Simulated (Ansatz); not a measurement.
**CH₅BNPZn: basis-set convergence**

One table from this session's results is given with a row withheld; the runs are named, their logs left out.

Computed with Ansatz 0.2.0, Gaussian basis. Level: one geometry, several basis sets.

Plan: PBE0-D4/def2-SVP; ωB97M-V/def2-SVP; PBE0-D4/def2-QZVPP; ωB97M-V/def2-QZVPP; the functionals' def2-TZVPP values are taken from earlier runs.

### The relaxed structure

The geometry comes from an earlier relaxation with PBE0-D4 in a triple-zeta def2 set; it is a stationary point, not always the lowest conformer.

10 atoms, charge 0, spin multiplicity 1.

Atoms are counted from 1 here; the program's logs count them from 0.

Bond lengths: P1–B2 1.888 Å, P1–H6 1.417 Å, P1–H7 1.419 Å, B2–C3 1.538 Å, B2–N4 1.363 Å, C3–N4 1.498 Å, C3–H8 1.089 Å, C3–H9 1.089 Å, N4–Zn5 1.818 Å, Zn5–H10 1.520 Å. Angles: B2–P1–H6 97.2°, B2–P1–H7 98.2°, H6–P1–H7 95.6°, P1–B2–C3 152.7°, P1–B2–N4 144.6°, C3–B2–N4 61.8°, B2–C3–N4 53.3°, B2–C3–H8 121.4°, B2–C3–H9 122.0°, N4–C3–H8 116.2°, N4–C3–H9 116.3°, H8–C3–H9 113.4°, B2–N4–C3 64.8°, B2–N4–Zn5 157.3°, C3–N4–Zn5 137.9°, N4–Zn5–H10 179.8°.

The first run:

Contents of in.yaml:

```yaml
crystal:
  periodic: [false, false, false]
  atoms:
    - {symbol: P, position_ang: [-1.625911, -1.102645, -1.412680]}
    - {symbol: B, position_ang: [-0.453742, -0.441310, -0.088332]}
    - {symbol: C, position_ang: [0.146918, -0.438184, 1.327826]}
    - {symbol: N, position_ang: [0.675732, 0.290161, 0.130336]}
    - {symbol: Zn, position_ang: [2.086711, 1.359641, -0.282217]}
    - {symbol: H, position_ang: [-2.830338, -0.922801, -0.689130]}
    - {symbol: H, position_ang: [-1.748819, 0.082185, -2.183116]}
    - {symbol: H, position_ang: [-0.271479, 0.180330, 2.121069]}
    - {symbol: H, position_ang: [0.754660, -1.262855, 1.698363]}
    - {symbol: H, position_ang: [3.266268, 2.255487, -0.622129]}
basis:
  gaussian: {orbitals: def2-SVP}
hamiltonian: {xc: pbe0, dispersion: d4}
output: {orbitals: {seedname: orbitals}}
```

On the command line:

```sh
> ansatz run in.yaml --threads 4 --pin off --events-out ev --progress --plain --max-ram 10444MiB
```

Steps of the session up to this table: PBE0-D4 in def2-SVP; ωB97M-V in def2-SVP; PBE0-D4 in def2-QZVPP; ωB97M-V in def2-QZVPP.

One of the session's tables, all rows but one given; the rest of the session is left out.

It belongs to the step «Functionals by basis». 

| functional | basis | HOMO (eV) |
| --- | --- | --- |
| PBE0-D4 | def2-SVP | -6.82 |
| PBE0-D4 | def2-TZVPP | -6.97 |
| PBE0-D4 | def2-QZVPP | -6.99 |
| ωB97M-V | def2-SVP | ? |
| ωB97M-V | def2-TZVPP | -9.11 |
| ωB97M-V | def2-QZVPP | -9.13 |

Q: Estimate the row for ωB97M-V, def2-SVP from the others.

**Answer.** HOMO (eV): -8.93. In the column «HOMO (eV)» it lies between ωB97M-V, def2-TZVPP (-9.11) and PBE0-D4, def2-QZVPP (-6.99).
